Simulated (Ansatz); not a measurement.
# GeSb4Te7: single point with HSE06

The system is GeSb4Te7.

```
Te Sb Ge
1.0
     4.28930    0.00000    0.00000
    -2.14465    3.71464    0.00000
     0.00000    0.00000   24.63778
Te Sb Ge
7 4 1
Direct
  0.00000 0.00000 0.28102
  0.00000 0.00000 0.00000
  0.33333 0.66667 0.56861
  0.66667 0.33333 0.43139
  0.00000 0.00000 0.71898
  0.66667 0.33333 0.15027
  0.33333 0.66667 0.84973
  0.66667 0.33333 0.65025
  0.33333 0.66667 0.08110
  0.33333 0.66667 0.34975
  0.66667 0.33333 0.91890
  0.00000 0.00000 0.50000
```

The cell is a database's computed one.

```yaml
Program: Ansatz 0.2.0
Task: single point
Functional: HSE06
Potentials_or_basis: Ansatz PAW
Cutoff: "420 eV (not typed: the program's choice for these potentials)"
k_mesh: 6 × 6 × 2
Occupations: fermi-dirac, width 0.05 eV
Spin: no spin polarisation
```

| Property | Result |
| --- | --- |
| Pressure | -0.9 GPa |
| Largest force | 0.206 eV/Å |
| Band gap on the k mesh | 0.71 eV, direct |

Forces on the atoms (eV/Å):
```
Te   0.000  0.000  0.206
Te   0.000  0.000  0.000
Te   0.000  0.000  0.002
Te   0.000  0.000 -0.002
Te   0.000  0.000 -0.206
Te   0.000  0.000 -0.205
Te   0.000  0.000  0.205
Sb   0.000  0.000  0.116
Sb   0.000  0.000  0.057
Sb   0.000  0.000 -0.116
Sb   0.000  0.000 -0.057
Ge   0.000  0.000  0.000
```

Levels at points of the mesh, in eV from the valence-band top:
```tsv
k point	band 91	band 92	band 93	band 94	band 95	band 96
(0.00, 0.00, 0.00)	-1.08	-0.24	-0.09	0.79	0.86	0.87
(0.00, 0.00, -0.50)	-0.81	-0.37	0.00	0.71	0.82	0.82
(0.00, -0.50, 0.00)	-1.50	-1.10	-0.89	1.15	1.15	1.47
(0.00, -0.50, -0.50)	-1.41	-1.15	-0.68	0.88	1.13	1.36
```

Run time: 2.9 min on 1 × NVIDIA H100 80GB HBM3 with 2 threads of AMD EPYC 7R13 Processor (Zen 3) (shared host), peak memory 8.7 GiB.

Caveat: spin-orbit coupling is left out, which moves the levels of the heavy elements; this functional lacks dispersion, which binds the layers, so the pressure and a relaxed spacing across them are unreliable; the PAW data sets come from PBE, with cores solved anew for the run's functional, which leaves a small shift of forces and pressure; the thresholds are loose for stress. A k mesh can miss the band edges.
